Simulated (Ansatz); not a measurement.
# Ta3AsAu2O13 (P1) in Ansatz: convergence with k mesh

Aim: find how far k mesh must go before the results for Ta3AsAu2O13 settle, at PBE. This setting moves, with any that are tied to it; all else stays.

Everything below comes from runs of Ansatz 0.2.0. Logs are shortened: lines on timing, memory, paths and dates and some standing lists are left out, and cuts for length are marked.

## 1. The crystal as given

The typed cell holds 19 atoms: a = 5.724 Å, b = 6.389 Å, c = 8.473 Å, α = 80.92°, β = 88.19°, γ = 78.31°.

The cell was built by a generator and needn't be a form met in nature.

## 2. With k mesh 2 × 2 × 1

input.yaml

```yaml
crystal:
  lattice:
    - [5.72385, -0.00745, -0.00403]
    - [1.30279, 6.25499, 0.00561]
    - [0.27574, 1.30074, 8.36754]
  atoms:
    - { symbol: Ta, position: [0.21713, 0.30521, 0.58431] }
    - { symbol: Ta, position: [0.03325, 0.11123, 0.99855] }
    - { symbol: Ta, position: [0.58248, 0.62145, 0.50482] }
    - { symbol: As, position: [0.58707, 0.89691, 0.83049] }
    - { symbol: Au, position: [0.58004, 0.09228, 0.18613] }
    - { symbol: Au, position: [0.04485, 0.82077, 0.44682] }
    - { symbol: O, position: [0.66201, 0.69726, 0.71088] }
    - { symbol: O, position: [0.51632, 0.13418, 0.69625] }
    - { symbol: O, position: [0.85098, 0.88773, 0.91932] }
    - { symbol: O, position: [0.34466, 0.87003, 0.94651] }
    - { symbol: O, position: [0.73015, 0.2924, 0.03095] }
    - { symbol: O, position: [0.24622, 0.21809, 0.11075] }
    - { symbol: O, position: [0.129, 0.09398, 0.49104] }
    - { symbol: O, position: [0.48032, 0.38887, 0.43499] }
    - { symbol: O, position: [0.05966, 0.26685, 0.78594] }
    - { symbol: O, position: [0.9333, 0.5324, 0.45645] }
    - { symbol: O, position: [0.49975, 0.85161, 0.34971] }
    - { symbol: O, position: [0.25256, 0.62988, 0.62473] }
    - { symbol: O, position: [0.91878, 0.95175, 0.22636] }
hamiltonian:
  xc: pbe
  pseudopotentials: { kind: paw }
kpoints:
  mp_grid: { grid: [2, 2, 1] }
scf:
  occupations: { method: fermi_dirac, width: 0.05 }
output:
  forces: true
  stress: true
  eigenvalues: true
```

Potentials or basis: Ansatz PAW.

On the command line:

```
> ansatz run input.yaml --threads 8 --pin off --max-ram 20480MiB --backend cpu --events-out ev --progress --plain --runs-dir out
```

Run time: 3.5 s. Hardware: 8 threads of Arm Neoverse V1, shared host; peak memory 0.86 GiB.

What came out:

- Free energy: -68327.6885 eV
- Pressure: 0.0 GPa
- Largest force: 0.067 eV/Å
- Band gap on the k mesh: 1.29 eV, indirect (least direct gap 1.36 eV)

## 3. With k mesh 2 × 2 × 2

input.yaml, as its differences from that of step 2:

```diff
@@ -29,3 +29,3 @@
 kpoints:
-  mp_grid: { grid: [2, 2, 1] }
+  mp_grid: { grid: [2, 2, 2] }
 scf:
```

Potentials or basis: Ansatz PAW.

On the command line:

```
> ansatz run input.yaml --threads 8 --pin off --max-ram 20480MiB --backend cpu --events-out ev --progress --plain --runs-dir out
```

It took 6 s on 8 threads of Arm Neoverse V1, shared host; peak memory 1.3 GiB.

What came out:

```yaml
Free_energy: -68327.7002 eV
Pressure: 0.0 GPa
Largest_force: 0.057 eV/Å
Band_gap_on_the_k_mesh: 1.28 eV, indirect (least direct gap 1.35 eV)
```

## 4. With k mesh 3 × 2 × 2

input.yaml, as its differences from that of step 3:

```diff
@@ -29,3 +29,3 @@
 kpoints:
-  mp_grid: { grid: [2, 2, 2] }
+  mp_grid: { grid: [3, 2, 2] }
 scf:
```

On the command line:

```
> ansatz run input.yaml --threads 8 --pin off --max-ram 20480MiB --backend cpu --events-out ev --progress --plain --runs-dir out
```

Wall time 8.4 s (8 threads of Arm Neoverse V1, shared host); peak memory 1.2 GiB.

What came out:

```
Free energy            : -68327.7236 eV
Pressure               : 0.0 GPa
Largest force          : 0.036 eV/Å
Band gap on the k mesh : 1.28 eV, indirect (least direct gap 1.35 eV)
```

## 5. With k mesh 3 × 3 × 2

input.yaml, as its differences from that of step 4:

```diff
@@ -29,3 +29,3 @@
 kpoints:
-  mp_grid: { grid: [3, 2, 2] }
+  mp_grid: { grid: [3, 3, 2] }
 scf:
```

On the command line:

```
> ansatz run input.yaml --threads 8 --pin off --max-ram 20480MiB --backend cpu --events-out ev --progress --plain --runs-dir out
```

Wall time 8.6 s (8 threads of Arm Neoverse V1, shared host); peak memory 1.4 GiB.

Results:

```
Free energy            : -68327.7264 eV
Pressure               : 0.0 GPa
Largest force          : 0.013 eV/Å
Band gap on the k mesh : 1.32 eV, indirect (least direct gap 1.38 eV)
```

## 6. With k mesh 4 × 3 × 3

input.yaml, as its differences from that of step 5:

```diff
@@ -29,3 +29,3 @@
 kpoints:
-  mp_grid: { grid: [3, 3, 2] }
+  mp_grid: { grid: [4, 3, 3] }
 scf:
```

Potentials or basis: Ansatz PAW.

On the command line:

```
> ansatz run input.yaml --threads 8 --pin off --max-ram 20480MiB --backend cpu --events-out ev --progress --plain --runs-dir out
```

Run time: 16 s. Hardware: 8 threads of Arm Neoverse V1, shared host; peak memory 1.6 GiB.

The run converged. Its results:

```yaml
Free_energy: -68327.7271 eV
Pressure: 0.0 GPa
Largest_force: 0.012 eV/Å
Band_gap_on_the_k_mesh: 1.33 eV, indirect (least direct gap 1.38 eV)
```

## 7. With k mesh 5 × 4 × 3

input.yaml, as its differences from that of step 6:

```diff
@@ -29,3 +29,3 @@
 kpoints:
-  mp_grid: { grid: [4, 3, 3] }
+  mp_grid: { grid: [5, 4, 3] }
 scf:
```

On the command line:

```
> ansatz run input.yaml --threads 8 --pin off --max-ram 20480MiB --backend cpu --events-out ev --progress --plain --runs-dir out
```

Run time: 23 s. Hardware: 8 threads of Arm Neoverse V1, shared host; peak memory 1.8 GiB.

Results (log left out):

| Item | Value |
| --- | --- |
| Free energy | -68327.7277 eV |
| Pressure | 0.0 GPa |
| Largest force | 0.012 eV/Å |
| Band gap on the k mesh | 1.28 eV, indirect (least direct gap 1.35 eV) |

## 8. With k mesh 6 × 5 × 4

input.yaml, as its differences from that of step 7:

```diff
@@ -29,3 +29,3 @@
 kpoints:
-  mp_grid: { grid: [5, 4, 3] }
+  mp_grid: { grid: [6, 5, 4] }
 scf:
```

On the command line:

```
> ansatz run input.yaml --threads 8 --pin off --max-ram 20480MiB --backend cpu --events-out ev --progress --plain --runs-dir out
```

It took 40 s on 8 threads of Arm Neoverse V1, shared host; peak memory 2.2 GiB.

It converged, with:

```
Free energy            : -68327.7279 eV
Pressure               : 0.0 GPa
Largest force          : 0.012 eV/Å
Band gap on the k mesh : 1.29 eV, indirect (least direct gap 1.36 eV)
```

## 9. With k mesh 7 × 6 × 5

input.yaml, as its differences from that of step 8:

```diff
@@ -29,3 +29,3 @@
 kpoints:
-  mp_grid: { grid: [6, 5, 4] }
+  mp_grid: { grid: [7, 6, 5] }
 scf:
```

Potentials or basis: Ansatz PAW.

On the command line:

```
> ansatz run input.yaml --threads 8 --pin off --max-ram 20480MiB --backend cpu --events-out ev --progress --plain --runs-dir out
```

It took 68 s on 8 threads of Arm Neoverse V1, shared host; peak memory 2.8 GiB.

It converged, with:

- Free energy: -68327.7277 eV
- Pressure: 0.0 GPa
- Largest force: 0.012 eV/Å
- Band gap on the k mesh: 1.28 eV, indirect (least direct gap 1.35 eV)

## 10. With k mesh 8 × 7 × 6

input.yaml, as its differences from that of step 9:

```diff
@@ -29,3 +29,3 @@
 kpoints:
-  mp_grid: { grid: [7, 6, 5] }
+  mp_grid: { grid: [8, 7, 6] }
 scf:
```

Potentials or basis: Ansatz PAW.

On the command line:

```
> ansatz run input.yaml --threads 8 --pin off --max-ram 20480MiB --backend cpu --events-out ev --progress --plain --runs-dir out
```

Output:

```text
Warning: RAYON_NUM_THREADS=8 ignored (pool sized by the plan → 8); use --threads N
Engine: ansatz 0.2.0, aarch64-unknown-linux-gnu
Pseudopotentials: kind: paw
Pseudopotential: Ta, paw, valence charge 13, recommended cutoff 420 eV (normal), Ta.paw.azcp
Pseudopotential: As, paw, valence charge 15, recommended cutoff 420 eV (normal), As.paw.azcp
Pseudopotential: Au, paw, valence charge 19, recommended cutoff 420 eV (normal), Au.paw.azcp
Pseudopotential: O, paw, valence charge 6, recommended cutoff 420 eV (normal), O.paw.azcp
Functional definition: PBE
  parameter kappa = 0.804
  parameter beta = 0.06672455060314922
  exchange = pbe_x(kappa = kappa, mu = beta*pi^2/3)
  correlation = pbe_c(beta = beta)
Crystal: 19 atoms, lattice volume = 299.619 Å³
Basis set: ecut = 420 eV, 5853 PW (Γ), exchange–correlation on 80×90×120 points (8 copies of the dense FFT grid, shifted against one another)
Bands: 104, of which v1, the nominal top of the filled ones, is band 85 counted from 1 (84 counted from 0)
Symmetry: 1 space group operations
Space group: P1 (ITA 1), of the structure as read, at distance tolerance 6.7e-5 Å
k-points: 170 of 336 (time reversal used)
Non-local potential: Ta, projectors of the file, l = 0: 3, l = 1: 2, l = 2: 2, l = 3: 1
Non-local potential: As, projectors of the file, l = 0: 2, l = 1: 2, l = 2: 3, l = 3: 1
Non-local potential: Au, projectors of the file, l = 0: 3, l = 1: 2, l = 2: 2, l = 3: 1
Non-local potential: O, projectors of the file, l = 0: 2, l = 1: 2, l = 2: 1
PAW form: soft (Blöchl's): semilocal exchange-correlation on the pseudo side does not see the compensation charge
PAW one-centre angular grid: Ta, 590 points (default); XC on 64 Gauss nodes
PAW one-centre angular grid: As, 590 points (default); XC on 64 Gauss nodes
PAW one-centre angular grid: Au, 590 points (default); XC on 64 Gauss nodes
PAW one-centre angular grid: O, 110 points (default); XC on 64 Gauss nodes
Initial density: superposition of atomic densities (neutral atoms: chi_scale 0, normalization atom), corrected by the library's trained network
Initial wavefunctions: pseudopotential atomic-orbital guess
Functional: x = pbe(κ = 0.804, μ = 0.2195149727645171), c = pbe(β = 0.06672455060314922)
SCF iter   1: F=—  HF=-68327.735782 eV  |F-HF|=—  |Δ(HF+E_count)|=         —  Δρ=5.87e-3  dr2=7.87e-2  ethr=1.77e-3  ⟨swp⟩=6.0  Hψ=62594  notcnv=0  defer=1436
[... 14 lines left out ...]
SCF converged after 11 iterations
Free energy (F): -68327.727850 eV
Harris-Foulkes:  -68327.727850 eV  (|F-HF|=3.52e-9)
Internal energy: -68327.727847 eV  (E = F + TS)
E sigma→0 (E₀):  -68327.727848 eV
Entropy (-TS):   -0.000002 eV (-0.000 meV/atom)
Fermi energy:    6.322182 eV
--- Per-component energies (eV) ---
  E_band       = -2298.569299
  E_kinetic    = 4654.553858
  E_local      = -19510.305031  (includes V_loc(G=0)·N_el)
  E_nonlocal   = 152.309530
  E_hartree    = 8074.739888
  E_xc         = -2134.807777
  E_vxc        = -2445.648192  (∫ρ·V_xc dr)
  E_paw        = -48496.476319  (= ΣΔE_a)
  E_vpaw       = -1298.992880  (= ΣTr[D̂ρ^β])
  E_aug_tail   = 0.035712  (compensation charges beyond the density's cutoff)
  E_ewald      = -11067.777708
  E_smearing   = -0.000002  (= −TS)
  E_closure    = 0.000000  (closes the sum)
  Σ components = -68327.727850   (vs F -68327.727850, Δ=0.00e0)
--- Forces (eV/Å), atoms counted from 1 ---
  atom   1  Ta     0.00312307    -0.00284789    -0.00071031
  atom   2  Ta     0.00086529     0.00346204    -0.00822548
  atom   3  Ta     0.00700557     0.00965688    -0.00279164
  atom   4  As    -0.00296961    -0.00162452     0.00712348
  atom   5  Au     0.00130505    -0.00217347    -0.00075230
  atom   6  Au     0.00030178     0.00486807    -0.00257011
[... 11 lines left out ...]
  atom  18  O      0.00229297    -0.00354338    -0.00088786
  atom  19  O     -0.00062872    -0.00051344     0.00437348
  max |Σ_I F_I| component: 8.88e-5 eV/Å
--- Stress (GPa, compression-positive) ---
       -0.008896       0.000917      -0.005466
        0.000915       0.013600       0.017089
       -0.005467       0.017089       0.005435
  P = ⅓ Tr σ = 0.0034 GPa (0.034 kbar)
--- Band table (eV; the first three rows and the last of 170) ---
  k-point 0: bands = ["-100.0096", "-99.5816", "-62.3468", "-62.3121", "-62.0061", "-51.7005", "-51.6512", "-51.3125", "-51.2583", "-50.8965", "-50.3905", "-30.7588", "-30.7325", "-30.7006", "-30.6485", "-30.6271", "-29.1855", "-29.0664", "-28.9478", "-28.8843", "-28.8648", "-28.8191", "-28.6417", "-28.5537", "-28.5191", "-14.0476", "-12.7701", "-12.3029", "-12.1639", "-11.9330", "-11.8430", "-11.7390", "-11.6569", "-11.4597", "-11.3242", "-10.9950", "-10.9615", "-10.8032", "-3.4712", "-1.1676", "-0.9601", "-0.6875", "-0.4954", "-0.3386", "-0.1892", "0.0360", "0.2762", "0.3311", "0.6620", "0.8408", "0.9978", "1.2562", "1.3125", "1.5558", "1.6601", "1.7785", "1.9419", "2.0312", "2.1349", "2.2766", "2.3895", "2.6362", "2.7044", "2.8828", "2.9953", "3.2569", "3.3152", "3.4215", "3.5541", "3.6900", "3.7932", "3.8875", "4.0198", "4.1685", "4.2458", "4.3576", "4.4997", "4.5532", "4.6495", "4.7144", "4.8237", "4.8867", "5.1246", "5.4174", "5.5816", "7.1316", "8.0175", "8.6657", "9.1571", "9.3876", "9.7862", "9.8214", "9.8928", "10.2970", "10.3807", "10.7600", "11.0551", "11.5506", "11.6892"]
  k-point 1: bands = ["-100.0096", "-99.5816", "-62.3468", "-62.3121", "-62.0061", "-51.7005", "-51.6512", "-51.3125", "-51.2583", "-50.8965", "-50.3905", "-30.7588", "-30.7325", "-30.7006", "-30.6485", "-30.6271", "-29.1855", "-29.0664", "-28.9478", "-28.8843", "-28.8648", "-28.8191", "-28.6418", "-28.5537", "-28.5191", "-14.0465", "-12.7759", "-12.3049", "-12.1509", "-11.9320", "-11.8490", "-11.7406", "-11.6678", "-11.4475", "-11.3213", "-10.9968", "-10.9635", "-10.8034", "-3.4697", "-1.1682", "-0.9589", "-0.6894", "-0.5063", "-0.3483", "-0.1957", "0.0473", "0.2663", "0.3559", "0.6679", "0.8294", "1.0131", "1.2670", "1.3226", "1.5510", "1.6265", "1.8012", "1.9248", "2.0418", "2.1183", "2.2781", "2.4020", "2.5931", "2.7124", "2.8911", "3.0407", "3.1893", "3.3769", "3.4404", "3.5703", "3.6779", "3.7718", "3.9040", "4.0068", "4.1560", "4.2403", "4.3749", "4.4803", "4.5298", "4.6058", "4.7683", "4.8391", "4.8848", "5.1222", "5.4047", "5.5837", "7.1277", "8.0290", "8.6830", "9.1381", "9.3674", "9.7799", "9.8494", "9.8848", "10.2919", "10.4226", "10.7756", "11.0600", "11.5175", "11.6729"]
  k-point 2: bands = ["-100.0096", "-99.5816", "-62.3468", "-62.3121", "-62.0061", "-51.7005", "-51.6512", "-51.3125", "-51.2583", "-50.8965", "-50.3905", "-30.7588", "-30.7325", "-30.7006", "-30.6485", "-30.6271", "-29.1855", "-29.0664", "-28.9478", "-28.8844", "-28.8648", "-28.8191", "-28.6418", "-28.5538", "-28.5191", "-14.0441", "-12.7873", "-12.3080", "-12.1244", "-11.9302", "-11.8625", "-11.7487", "-11.6801", "-11.4284", "-11.3145", "-11.0003", "-10.9676", "-10.8037", "-3.4668", "-1.1691", "-0.9562", "-0.6940", "-0.5304", "-0.3672", "-0.1927", "0.0574", "0.2519", "0.3993", "0.6682", "0.8228", "1.0421", "1.2442", "1.3930", "1.5452", "1.6010", "1.7981", "1.9119", "2.0057", "2.0758", "2.3146", "2.4149", "2.5451", "2.7851", "2.8919", "3.0305", "3.1712", "3.3679", "3.4753", "3.6124", "3.6985", "3.7653", "3.9024", "4.0215", "4.1197", "4.2605", "4.3313", "4.3907", "4.5473", "4.5925", "4.8008", "4.8529", "4.9082", "5.1184", "5.3748", "5.5898", "7.1199", "8.0517", "8.7213", "9.1063", "9.3156", "9.7640", "9.8660", "9.9245", "10.2643", "10.5390", "10.8078", "11.0401", "11.4638", "11.6295"]
  k-point 169: bands = ["-100.0096", "-99.5816", "-62.3467", "-62.3122", "-62.0061", "-51.7005", "-51.6512", "-51.3125", "-51.2583", "-50.8965", "-50.3905", "-30.7588", "-30.7324", "-30.7005", "-30.6485", "-30.6271", "-29.1884", "-29.0606", "-28.9465", "-28.9079", "-28.8452", "-28.8204", "-28.6418", "-28.5536", "-28.5197", "-13.9898", "-12.4479", "-12.3148", "-12.2339", "-12.0029", "-11.8860", "-11.8442", "-11.7789", "-11.4262", "-11.3916", "-10.9857", "-10.9394", "-10.8513", "-3.3386", "-1.2792", "-0.8931", "-0.6447", "-0.4406", "-0.2642", "-0.0782", "0.1486", "0.3462", "0.4408", "0.6306", "0.8240", "0.9254", "1.1607", "1.3614", "1.5121", "1.5520", "1.7702", "1.8903", "2.0689", "2.1753", "2.2731", "2.4742", "2.5424", "2.6548", "2.8301", "2.9993", "3.0582", "3.1742", "3.4274", "3.5640", "3.6729", "3.8505", "3.9496", "4.0425", "4.1809", "4.2242", "4.3495", "4.3947", "4.5353", "4.5960", "4.6629", "4.7946", "4.9200", "5.0274", "5.4038", "5.6024", "6.9771", "7.8319", "8.9537", "9.5193", "9.6442", "9.7349", "9.8469", "10.0759", "10.3058", "10.6235", "10.7057", "11.3413", "11.4475", "11.7201"]
```

It took 1.9 min on 8 threads of Arm Neoverse V1, shared host; peak memory 3.8 GiB.

Results:

| Item | Value |
| --- | --- |
| Free energy | -68327.7278 eV |
| Pressure | 0.0 GPa |
| Largest force | 0.012 eV/Å |
| Band gap on the k mesh | 1.29 eV, indirect (least direct gap 1.35 eV) |

## 11. Result

```
   k mesh  energy less the tightest run, at zero smearing (meV/atom)  largest force (eV/Å)  gap on the mesh (eV)  SCF cycles  CPU time (s)  peak memory (GiB)
2 × 2 × 1                                                       2.07                 0.067                 1.287          10            19               0.86
2 × 2 × 2                                                       1.46                 0.057                 1.284          11            31                1.3
3 × 2 × 2                                                       0.23                 0.036                 1.275          11            42                1.2
3 × 3 × 2                                                       0.08                 0.013                 1.321          11            58                1.4
4 × 3 × 3                                                       0.04                 0.012                 1.329          11           110                1.6
5 × 4 × 3                                                       0.01                 0.012                 1.278          11           170                1.8
6 × 5 × 4                                                       0.00                 0.012                 1.293          11           310                2.2
7 × 6 × 5                                                       0.01                 0.012                 1.280          11           520                2.8
8 × 7 × 6                                                       0.00                 0.012                 1.285          11           850                3.8
```

Against the tightest run, the energy stays within 1 meV/atom from 3 × 2 × 2 on; the largest force stays within 0.005 eV/Å from 3 × 3 × 2 on; the gap on the mesh stays within 0.01 eV from 5 × 4 × 3 on. Meshes of other sizes hit other points, so gaps and Fermi surfaces needn't settle smoothly. The tightest run that finished is the yardstick and may itself not be fully converged.

Caveats: odd divisions of the mesh miss points on the zone boundary, where band edges often lie, so the gap on the mesh can be too wide; spin-orbit coupling is left out, which moves the levels of the heavy elements.
